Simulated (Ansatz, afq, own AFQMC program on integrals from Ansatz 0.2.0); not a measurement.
# WSiH2+ (sextet): AFQMC on the coupled-cluster ladder at distance W1–Si2 = 2.203 Å, def2-SVP

Aim: compute WSiH2+ (sextet) with auxiliary-field quantum Monte Carlo on the same integrals as coupled cluster, and set the energies side by side.

Computed with Ansatz 0.2.0, Gaussian basis, and an in-house AFQMC program (afq) on its integrals; all values are calculated. Level: def2-SVP, frozen cores.

Plan: CCSD(T) on UHF; CCSDT(Q) on UHF; PBE (unrestricted); r2SCAN (unrestricted); PBE0 (unrestricted); B3LYP (unrestricted); wB97M-V (unrestricted); B2PLYP (unrestricted); Phaseless AFQMC, CISD trial on UHF.

1 further run of the same task is left out (it didn't finish).

## (1) What is computed

The geometry derives from a PBE0/def2-TZVP stationary point (not a proven minimum). One bond is set to the value named and the two fragments are kept rigid. No spin-orbit coupling is included. Elements past krypton take def2 core potentials.

4 atoms, charge 1, spin multiplicity 6.

Atoms are counted from 1 here; the program's logs count them from 0.

Bond lengths: W1–Si2 2.203 Å, Si2–H3 1.484 Å, Si2–H4 1.484 Å. Angles: W1–Si2–H3 124.7°, W1–Si2–H4 124.7°, H3–Si2–H4 110.6°.

## (2) CCSD(T) on UHF

in.yaml

```yaml
crystal:
  periodic: [false, false, false]
  atoms:
    - {symbol: W, position_ang: [0.000000, 0.000000, 0.317922]}
    - {symbol: Si, position_ang: [0.000000, 0.000000, -1.885078]}
    - {symbol: H, position_ang: [0.000000, -1.220253, -2.730079]}
    - {symbol: H, position_ang: [0.000000, 1.220253, -2.730079]}
basis:
  gaussian: {orbitals: def2-SVP}
total_charge: 1
magnetization: {spin_polarized: true, initial_magnetization: 5}
correlation: {method: ccsd_t, electrons: outside_noble_gas, hamiltonian_folder: ham}
```

Command:

```sh
$ ansatz run in.yaml --threads 1 --pin off --events-out ev --progress --plain --max-ram 16896MiB --backend cuda --devices 0, --max-vram 18GiB
```

Output, shortened:

```text
Functional definition: HF
  name "HF"
  cite "Fock, Z. Phys. 61, 126 (1930) doi:10.1007/BF01340294"
  parent pbe
[...]
587 factors; integrals over basis functions are off by at most 1.1e-3 eV
[...]
mean field -9688.98127550 eV, -356.0634944471 hartree, gradient 9.3e-6 eV, S^2 8.766425; 2 other end points of the search recorded, 0 dependent functions left out
determinant -9688.98127550 eV, -356.0634944471 hartree, with singles and doubles -9694.03223886 eV, -356.2491139271 hartree
determinant -9686.72594085 eV, -355.9806124276 hartree, with singles and doubles -9691.56652443 eV, -356.1585005930 hartree
determinant -9686.72241777 eV, -355.9804829567 hartree, with singles and doubles -9691.56459833 eV, -356.1584298101 hartree
9 core orbitals not correlated: weight in the atoms' cores, before any rotation towards them, 0.998 or more for the frozen orbitals, at most 0.001 for the correlated occupied ones
reference -9688.98127550 eV, -356.0634944471 hartree; 8, 3 occupied and 43, 48 virtual orbitals, 587 factors
second order -4.26798448 eV of doubles, -0.00000000 eV of singles
cycle   1  -5.05136409 eV  change   -4.0e-4 eV  update   1.2e-3
[...]
cycle   7  -5.05191090 eV  change   -1.3e-6 eV  update   3.6e-6
perturbative correction -0.14955409 eV, -0.0054960115 hartree
Total energy: -9694.18274049 eV, -356.2546447598 hartree
```

It took 1.8 s on 1 × NVIDIA H100 80GB HBM3 with 1 thread of AMD EPYC 7R13 (Zen 3), shared host; peak host memory 0.83 GiB.

From the report: ⟨S²⟩ of the determinant 8.766 (pure sextet: 8.75); correlation -5.2015 eV; T1 0.024; largest double amplitude 0.04.

This run also writes the integrals to the folder ham.

## (3) CCSDT(Q) on UHF

in.yaml: that of step 2 with these lines changed.

```diff
@@ -11,2 +11,2 @@
 magnetization: {spin_polarized: true, initial_magnetization: 5}
-correlation: {method: ccsd_t, electrons: outside_noble_gas, hamiltonian_folder: ham}
+correlation: {method: ccsdt_q, electrons: outside_noble_gas}
```

The command is unchanged.

Output, shortened:

```text
Functional definition: HF
  name "HF"
  cite "Fock, Z. Phys. 61, 126 (1930) doi:10.1007/BF01340294"
  parent pbe
[...]
1033 factors; integrals over basis functions are off by at most 2.2e-7 eV
[...]
mean field -9688.98130927 eV, -356.0634956883 hartree, gradient 8.9e-6 eV, S^2 8.766425; 2 other end points of the search recorded, 0 dependent functions left out
determinant -9688.98130927 eV, -356.0634956883 hartree, with singles and doubles -9694.03224140 eV, -356.2491140203 hartree
determinant -9686.72597744 eV, -355.9806137724 hartree, with singles and doubles -9691.56653427 eV, -356.1585009545 hartree
determinant -9686.72245403 eV, -355.9804842891 hartree, with singles and doubles -9691.56460808 eV, -356.1584301684 hartree
9 core orbitals not correlated: weight in the atoms' cores, before any rotation towards them, 0.998 or more for the frozen orbitals, at most 0.001 for the correlated occupied ones
reference -9688.98130927 eV, -356.0634956883 hartree; 8, 3 occupied and 43, 48 virtual orbitals, 1033 factors
second order -4.26797806 eV of doubles, -0.00000000 eV of singles
cycle   1  -4.79873294 eV  change   -5.3e-1 eV  update   8.1e-2
[...]
cycle  18  -5.22877696 eV  change    4.6e-7 eV  update   6.3e-7
perturbative correction -0.00844636 eV, -0.0003103979 hartree
Total energy: -9694.21853259 eV, -356.2559600952 hartree
```

It took 3.8 s on 1 × NVIDIA H100 80GB HBM3 with 1 thread of AMD EPYC 7R13 (Zen 3), shared host; peak host memory 0.88 GiB.

From the report: ⟨S²⟩ of the determinant 8.766 (pure sextet: 8.75); correlation -5.2372 eV; T1 0.025; largest double amplitude 0.05.

## (4) PBE (unrestricted)

in.yaml: that of step 3 with these lines changed.

```diff
@@ -11,2 +11,3 @@
 magnetization: {spin_polarized: true, initial_magnetization: 5}
-correlation: {method: ccsdt_q, electrons: outside_noble_gas}
+hamiltonian: {xc: {name: PBE}}
+output: {orbitals: {seedname: orbitals}}
```

Command:

```sh
$ ansatz run in.yaml --threads 1 --pin off --events-out ev --progress --plain --max-ram 5632MiB --backend cpu
```

Output:

```text
Functional definition: PBE
  name "PBE"
  cite "Perdew, Burke & Ernzerhof, Phys. Rev. Lett. 77, 3865 (1996) doi:10.1103/PhysRevLett.77.3865"
  parent pbe
  parameter kappa = 0.804
  parameter beta = 0.06672455060314922
  exchange = pbe_x(kappa = kappa, mu = beta*pi^2/3)
  correlation = pbe_c(beta = beta)
619 factors; their error is unknown
mean field evaluation 1: about -9714.3037 eV, gradient 2.4e1 eV
mean field evaluation 2: about -9711.3122 eV, gradient 3.4e1 eV
mean field evaluation 4: about -9718.0142 eV, gradient 4.1e0 eV
mean field evaluation 8: about -9718.0723 eV, gradient 4.6e-2 eV
mean field evaluation 16: about -9714.4871 eV, gradient 1.1e1 eV
mean field evaluation 32: about -9715.4851 eV, gradient 3.5e-5 eV
mean field -9718.07234412 eV, -357.1325715005 hartree, gradient 7.1e-5 eV, S^2 8.755921; 6 other end points of the search recorded, 0 dependent functions left out
reference -9718.07238703 eV, -357.1325730774 hartree; 17, 12 occupied and 43, 48 virtual orbitals, 619 factors
Total energy: -9718.07238703 eV, -357.1325730774 hartree
```

Wall time 7.5 s (1 thread of AMD EPYC 7R13 (Zen 3), shared host); peak memory 0.73 GiB.

From the report: ⟨S²⟩ of the determinant 8.756 (pure sextet: 8.75).

## (5) r2SCAN (unrestricted)

in.yaml: that of step 4 with these lines changed.

```diff
@@ -11,3 +11,2 @@
 magnetization: {spin_polarized: true, initial_magnetization: 5}
-hamiltonian: {xc: {name: PBE}}
-output: {orbitals: {seedname: orbitals}}
+hamiltonian: {xc: {name: r2SCAN}}
```

The command is unchanged.

Output:

```text
Functional definition: r2SCAN
  name "r2SCAN"
  cite "Furness, Kaplan, Ning, Perdew & Sun, J. Phys. Chem. Lett. 11, 8208 (2020) doi:10.1021/acs.jpclett.0c02405"
  cite "Furness, Kaplan, Ning, Perdew & Sun, J. Phys. Chem. Lett. 11, 9248 (2020) doi:10.1021/acs.jpclett.0c03077"
  parent r2scan
  parameter k0 = 0.174
  parameter k1 = 0.065
  parameter a1 = 4.9479
  exchange = r2scan_x(k0 = k0, k1 = k1, a1 = a1)
  correlation = r2scan_c
619 factors; their error is unknown
mean field evaluation 1: about -9718.6317 eV, gradient 2.2e1 eV
mean field evaluation 2: about -9717.8040 eV, gradient 2.6e1 eV
mean field evaluation 4: about -9721.6875 eV, gradient 2.6e0 eV
mean field evaluation 8: about -9721.6787 eV, gradient 4.6e-2 eV
mean field evaluation 16: about -9721.6787 eV, gradient 1.8e-5 eV
mean field -9721.67867633 eV, -357.2651017646 hartree, gradient 1.7e-5 eV, S^2 8.760456; 0 other end points of the search recorded, 0 dependent functions left out
reference -9721.67869337 eV, -357.2651023910 hartree; 17, 12 occupied and 43, 48 virtual orbitals, 619 factors
Total energy: -9721.67869337 eV, -357.2651023910 hartree
```

Wall time 3.3 s (1 thread of AMD EPYC 7R13 (Zen 3), shared host); peak memory 1.4 GiB.

From the report: ⟨S²⟩ of the determinant 8.760 (pure sextet: 8.75).

## (6) PBE0 (unrestricted)

in.yaml: that of step 5 with these lines changed.

```diff
@@ -11,2 +11,3 @@
 magnetization: {spin_polarized: true, initial_magnetization: 5}
-hamiltonian: {xc: {name: r2SCAN}}
+hamiltonian: {xc: {name: PBE0}}
+output: {orbitals: {seedname: orbitals}}
```

The command is unchanged.

Output:

```text
Functional definition: PBE0
  name "PBE0"
  cite "Adamo & Barone, J. Chem. Phys. 110, 6158 (1999) doi:10.1063/1.478522"
  cite "Perdew, Burke & Ernzerhof, Phys. Rev. Lett. 77, 3865 (1996) doi:10.1103/PhysRevLett.77.3865"
  parent pbe
  parameter a = 0.25
  parameter kappa = 0.804
  parameter beta = 0.06672455060314922
  exchange = (1 - a)*pbe_x(kappa = kappa, mu = beta*pi^2/3) + a*exact_x
  correlation = pbe_c(beta = beta)
587 factors; integrals over basis functions are off by at most 1.1e-3 eV
mean field evaluation 1: about -9715.4200 eV, gradient 2.0e1 eV
mean field evaluation 2: about -9715.8661 eV, gradient 1.9e1 eV
mean field evaluation 4: about -9717.7191 eV, gradient 1.9e0 eV
mean field evaluation 8: about -9717.7662 eV, gradient 7.9e-2 eV
mean field evaluation 16: about -9717.7663 eV, gradient 4.2e-5 eV
mean field -9717.76628611 eV, -357.1213240760 hartree, gradient 4.2e-5 eV, S^2 8.757030; 0 other end points of the search recorded, 0 dependent functions left out
reference -9717.76631897 eV, -357.1213252837 hartree; 17, 12 occupied and 43, 48 virtual orbitals, 587 factors
Total energy: -9717.76631897 eV, -357.1213252837 hartree
```

Wall time 1.9 s (1 thread of AMD EPYC 7R13 (Zen 3), shared host); peak memory 1.6 GiB.

From the report: ⟨S²⟩ of the determinant 8.757 (pure sextet: 8.75).

## (7) B3LYP (unrestricted)

in.yaml: that of step 6 with these lines changed.

```diff
@@ -11,3 +11,2 @@
 magnetization: {spin_polarized: true, initial_magnetization: 5}
-hamiltonian: {xc: {name: PBE0}}
-output: {orbitals: {seedname: orbitals}}
+hamiltonian: {xc: {name: B3LYP}}
```

Launched as before.

Output, shortened:

```text
Functional definition: B3LYP
  name "B3LYP"
  cite "Stephens, Devlin, Chabalowski & Frisch, J. Phys. Chem. 98, 11623 (1994) doi:10.1021/j100096a001"
  cite "Becke, Phys. Rev. A 38, 3098 (1988) doi:10.1103/PhysRevA.38.3098"
  cite "Lee, Yang & Parr, Phys. Rev. B 37, 785 (1988) doi:10.1103/PhysRevB.37.785"
  cite "Vosko, Wilk & Nusair, Can. J. Phys. 58, 1200 (1980) doi:10.1139/p80-159"
[...]
587 factors; integrals over basis functions are off by at most 1.1e-3 eV
[...]
mean field -9722.31460200 eV, -357.2884716021 hartree, gradient 5.5e-5 eV, S^2 8.753992; 0 other end points of the search recorded, 0 dependent functions left out
reference -9722.31481520 eV, -357.2884794368 hartree; 17, 12 occupied and 43, 48 virtual orbitals, 587 factors
Total energy: -9722.31481520 eV, -357.2884794368 hartree
```

Wall time 1.9 s (1 thread of AMD EPYC 7R13 (Zen 3), shared host); peak memory 1.6 GiB.

From the report: ⟨S²⟩ of the determinant 8.754 (pure sextet: 8.75).

## (8) wB97M-V (unrestricted)

in.yaml: that of step 7 with these lines changed.

```diff
@@ -11,2 +11,3 @@
 magnetization: {spin_polarized: true, initial_magnetization: 5}
-hamiltonian: {xc: {name: B3LYP}}
+hamiltonian: {xc: {name: wB97M-V}}
+output: {orbitals: {seedname: orbitals}}
```

Launched as before.

Output, shortened:

```text
Functional definition: wB97M-V
  name "wB97M-V"
  cite "Mardirossian & Head-Gordon, J. Chem. Phys. 144, 214110 (2016) doi:10.1063/1.4952647"
  cite "Becke, J. Chem. Phys. 107, 8554 (1997) doi:10.1063/1.475007"
  cite "Vydrov & Van Voorhis, J. Chem. Phys. 133, 244103 (2010) doi:10.1063/1.3521275"
  # Of w^i u^j: cxij and so on, Table III.
[...]
  gx(w, u) = 1 - cx + cx01*u + cx10*w
  gss(w, u) = css00 + css04*u^4 + css10*w + css20*w^2 + css43*w^4*u^3
  gos(w, u) = cos00 + cos10*w + (cos20 + cos21*u)*w^2 + (cos60 + cos61*u)*w^6
[...]
      + integral(e_c_pw_mod_opposite_spin*gos(b97_w_opposite, b97_u_opposite)) + vv10(b, c)
587 factors; integrals over basis functions are off by at most 1.1e-3 eV
187 factors; integrals over basis functions are off by at most 5.7e-4 eV
[...]
mean field -9717.91988835 eV, -357.1269688541 hartree, gradient 3.6e-5 eV, S^2 8.755164; 0 other end points of the search recorded, 0 dependent functions left out
reference -9717.91993350 eV, -357.1269705135 hartree; 17, 12 occupied and 43, 48 virtual orbitals, 587 factors
Total energy: -9717.91993350 eV, -357.1269705135 hartree
```

It took 8.5 s on 1 thread of AMD EPYC 7R13 (Zen 3), shared host; peak memory 1.6 GiB.

From the report: ⟨S²⟩ of the determinant 8.755 (pure sextet: 8.75).

## (9) B2PLYP (unrestricted)

in.yaml: that of step 8 with these lines changed.

```diff
@@ -11,3 +11,3 @@
 magnetization: {spin_polarized: true, initial_magnetization: 5}
-hamiltonian: {xc: {name: wB97M-V}}
-output: {orbitals: {seedname: orbitals}}
+hamiltonian: {xc: {name: B2PLYP}}
+correlation: {electrons: outside_noble_gas}
```

The command is unchanged.

Output, shortened:

```text
Functional definition: B2PLYP
  name "B2PLYP"
  cite "Grimme, J. Chem. Phys. 124, 034108 (2006) doi:10.1063/1.2148954"
  cite "Becke, Phys. Rev. A 38, 3098 (1988) doi:10.1103/PhysRevA.38.3098"
  cite "Lee, Yang & Parr, Phys. Rev. B 37, 785 (1988) doi:10.1103/PhysRevB.37.785"
[...]
587 factors; integrals over basis functions are off by at most 1.1e-3 eV
[...]
mean field -9710.53407901 eV, -356.8555453672 hartree, gradient 3.6e-6 eV, S^2 8.756516; 0 other end points of the search recorded, 0 dependent functions left out
9 core orbitals not correlated: weight in the atoms' cores, before any rotation towards them, 0.999 or more for the frozen orbitals, at most 0.000 for the correlated occupied ones
reference -9710.53421377 eV, -356.8555503195 hartree; 8, 3 occupied and 43, 48 virtual orbitals, 587 factors
second order -5.51733000 eV of doubles, -0.00000000 eV of singles
Total energy: -9712.02389287 eV, -356.9102950166 hartree
```

Run time: 2.1 s. Hardware: 1 thread of AMD EPYC 7R13 (Zen 3), shared host; peak memory 1.6 GiB.

From the report: ⟨S²⟩ of the determinant 8.757 (pure sextet: 8.75).

## (10) Phaseless AFQMC, CISD trial on UHF

It reads the integrals that the CCSD(T) run on this determinant wrote.

Command:

```sh
$ afq ham --method phaseless --trial cisd --walkers 4000 --populations 20 --least-time 60 --time-step 0.005 --steps-per-block 50 --equilibration-blocks 40 --max-blocks 4000 --target-error 0.0002 --factor-cut 1e-05 --start spin_pure --seed 2801 --release-times 0.24,0.6,1.2,2,3,4.2 --release-step 0.04 --release-every 3 --taylor-order 6
```

Output:

```text
orbitals 51  electrons 8 3  factors 419 of 587
reference energy -356.06349445 Eh
CCSD correlation -0.18565421 Eh in 12 cycles, weight of the determinant in the CISD state 0.8842
energy of the start -356.248853 Eh
 block  time / (1/Eh)  mean weight  energy / Eh
     1     0.250  0.9998  -356.246692
     2     0.500  1.0000  -356.247632
     3     0.750  1.0000  -356.249076
     4     1.000  0.9998  -356.250504
     5     1.250  1.0001  -356.251516
     6     1.500  0.9998  -356.252483
     7     1.750  0.9998  -356.253423
     8     2.000  0.9999  -356.253900
     9     2.250  1.0000  -356.254178
    10     2.500  0.9999  -356.254109
    11     2.750  1.0001  -356.254489
    13     3.250  0.9999  -356.254761
    15     3.750  1.0000  -356.255399
    17     4.250  1.0001  -356.255610
    19     4.750  1.0000  -356.255499
    21     5.250  1.0001  -356.255311
    23     5.750  0.9999  -356.254700
    25     6.250  1.0001  -356.255098
    27     6.750  1.0001  -356.255330
    29     7.250  1.0001  -356.255391
    31     7.750  1.0000  -356.255862
    33     8.250  1.0001  -356.255535
    35     8.750  1.0001  -356.255918
    37     9.250  0.9999  -356.255427
    39     9.750  1.0001  -356.254598
    41    10.250  0.9999  -356.255417
    43    10.750  0.9997  -356.255256
    45    11.250  1.0001  -356.255496
    47    11.750  0.9999  -356.255533
    49    12.250  0.9999  -356.254984
    51    12.750  1.0001  -356.255145
    53    13.250  0.9999  -356.255407
    55    13.750  1.0001  -356.255339
    57    14.250  0.9998  -356.255424
    59    14.750  1.0001  -356.255243
    61    15.250  1.0000  -356.255296
    63    15.750  1.0001  -356.255831
    65    16.250  1.0003  -356.256263
    67    16.750  1.0003  -356.254934
    69    17.250  0.9999  -356.254897
    71    17.750  0.9999  -356.254887
    73    18.250  1.0001  -356.254329
    75    18.750  1.0000  -356.254844
    77    19.250  1.0002  -356.255529
    79    19.750  0.9998  -356.254991
    81    20.250  0.9997  -356.254958
    83    20.750  0.9999  -356.254944
    85    21.250  1.0002  -356.255015
    87    21.750  1.0001  -356.254621
    89    22.250  1.0000  -356.255277
error from the spread of 20 populations
released: time / (1/Eh)  energy / Eh  error  mean overlap
  0.24  -356.255382  0.000126  0.9989
  0.60  -356.255651  0.000082  0.9943
  1.20  -356.255836  0.000088  0.9918
  2.00  -356.255988  0.000093  0.9921
  3.00  -356.256074  0.000080  0.9824
  4.20  -356.255820  0.000147  0.9920
energy -356.255166 +/- 0.000126 Eh
```

It took 69 s on 1 × NVIDIA H100 80GB HBM3 with 2 threads of AMD EPYC 7R13 (Zen 3), shared host; peak host memory 1.6 GiB.

Energy -9694.1969 ± 0.0034 eV. Caveats: constraint bias not in the error.

## (11) All levels side by side

On the UHF determinant, counted from CCSDT(Q) (a yardstick, not exact):

```
                                                level  energy (eV)  from CCSDT(Q) (kcal/mol)  statistical error (kcal/mol)  time
                                                   HF   -9688.9813                   +120.77                                    
                                                  MP2   -9693.2493                    +22.35                                    
                                                 CCSD   -9694.0332                     +4.27                                    
                                              CCSD(T)   -9694.1827                     +0.83                                    
                                             CCSDT(Q)   -9694.2185                      0.00                                    
Phaseless AFQMC, CISD trial, step 0.005, 4000 walkers   -9694.1969                     +0.50                          0.08  69 s
```

The functionals' totals stand on their own zeros and serve differences with other points: PBE -9718.072 eV; r2SCAN -9721.679 eV; PBE0 -9717.766 eV; B3LYP -9722.315 eV; wB97M-V -9717.920 eV; B2PLYP -9712.024 eV.

## (12) What came out

| quantity | value |
| --- | --- |
| CCSD(T) on UHF from CCSDT(Q) | +0.83 kcal/mol |
| Phaseless AFQMC, CISD trial on UHF from CCSDT(Q) | +0.50 ± 0.08 kcal/mol |

**Reading.** On UHF the phaseless walk with the CISD trial lies +0.50 kcal/mol from CCSDT(Q), 6 times its error bar. Error bars are statistical and leave out the constraint, the time step and what remains of the start. W carries a core potential, and spin-orbit coupling is left out.
